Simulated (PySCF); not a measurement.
# A diatomic session: GeB

What are the lowest state that PBE0 finds, the bond length, vibrational wavenumber and bond energy of GeB, and how much do these hang on the method?

The runs use PySCF 2.14.0; Ge aug-cc-pVDZ-PP with ECP10, B aug-cc-pVDZ, scalar-relativistic core potentials.

1 further run of the same task is left out (it didn't finish).

**1. Set-up**

A driver script around PySCF takes these settings:

```
atoms                         : Ge, B
charge                        : 0
basis                         : Ge aug-cc-pVDZ-PP with ECP10, B aug-cc-pVDZ
Hamiltonian                   : scalar-relativistic core potentials
basis functions               : 55
electrons treated             : 27
masses in u                   : 73.9212, 11.0093
levels                        : PBE0, PBE, r²SCAN, LDA, BLYP, TPSSh, HSE06, HF, MP2, SCS-MP2
grid                          : 80 radial by 434 angular points
occupations                   : held fixed by the projection of orbital angular momentum
dissociation limit            : Ge + B, each in its ground configuration
starting distance in angstrom : 1.975
values of 2S to try           : 1, 3
```

Started as:

```
$ OMP_NUM_THREADS=1 python dia.py task.json out
```

Further steps of the session: PBE0 along the bond; Other states along the same grid; PBE; r²SCAN (meta-GGA); LDA (local density); BLYP (GGA); TPSSh (hybrid meta-GGA); HSE06 (range-separated hybrid); UHF (mean field).

What does the calculation give? Wanted: for each run, Re; ωe; De; μ.

**Answer**, as computed:

Lowest PBE0 solution found, without spin–orbit coupling: ⁴Σ⁻ (quartet), unpaired electrons σ ↑, π ↑↑. State 2 has its PBE0 minimum 0.33 eV higher, as a spin-mixed determinant (⟨S²⟩ = 1.77), so this is no gap between pure states. State 3 has its PBE0 minimum 0.39 eV higher, as a spin-mixed determinant (⟨S²⟩ = 1.76), so this is no gap between pure states. State 4 has its PBE0 minimum 1.09 eV higher. The other levels ran on the lowest alone.

```csv
level,Re (Å),ωe (cm⁻¹),De (eV),μ (D)
UHF,1.951,698,1.93,-0.29
UHF-MP2,2.000,664,2.84,n/a
UHF-SCS-MP2,2.003,645,2.46,n/a
LDA,1.988,637,3.97,-1.10
PBE,2.014,611,3.42,-1.06
BLYP,2.031,584,3.06,-1.12
r²SCAN,1.988,648,3.41,-0.72
TPSSh,1.996,634,3.15,-0.87
PBE0,1.988,646,3.19,-0.90
HSE06,1.989,645,3.21,-0.91
```

De is counted to Ge + B in their ground configurations. A positive dipole means Ge(−)B(+).

What this shows: The methods spread over 0.080 Å in bond length, from UHF to BLYP. Of the levels with a De here, UHF gives the least (1.93 eV) and LDA the most (3.97 eV).

Correlated steps freeze 5 core orbitals.
